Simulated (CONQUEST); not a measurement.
HfB under changes of volume

One of the cells (12.326 Å³/atom); the others are scaled copies at fixed shape and fractional positions:

```xyz
4
Lattice="3.2668 0.0000 0.0000 0.0000 3.2668 0.0000 0.0000 0.0000 4.6200" Properties=species:S:1:pos:R:3 pbc="T T T"
Hf    0.0000    0.0000    2.3100
Hf    1.6334    1.6334    0.0000
B     0.0000    0.0000    0.0000
B     1.6334    1.6334    2.3100
```

* Program: CONQUEST 1.3
* Functional: PBE
* Potentials or basis: PseudoDojo NC PBE, DZP, grid of 32 × 32 × 48 points
* k mesh: 8 × 8 × 6
* Occupations: fermi-dirac, width 0.05 eV
* Spin: no spin polarisation

| volume (Å³/atom) | energy over the lowest point (meV/atom) | pressure (GPa) |
| --- | --- | --- |
| 11.587 | 302.98 | 52.0 |
| 11.833 | 228.92 | 44.6 |
| 12.080 | 165.36 | 38.3 |
| 12.326 | ? | ? |
| 12.573 | 66.12 | 26.3 |
| 12.819 | 29.51 | 21.4 |
| 13.066 | 0.00 | 16.8 |

Question: What does the run at 12.326 Å³/atom give?

Answer: Energy over the lowest point 110.92 meV/atom; pressure 32.2 GPa.

Worked out: A Birch-Murnaghan fit of order 3 (a polynomial in V^(-2/3)) to the other rows has no minimum within the range. It gives 111.40 meV/atom at 12.326 Å³/atom, against the run's 110.92, and -dE/dV = 32.1 GPa, against 32.2.

Energies are extrapolated to zero smearing.

Caveats: the basis of atomic orbitals isn't converged, which shifts pressures, moduli and gaps; the real-space grid breaks the cell's symmetry a little (some runs).
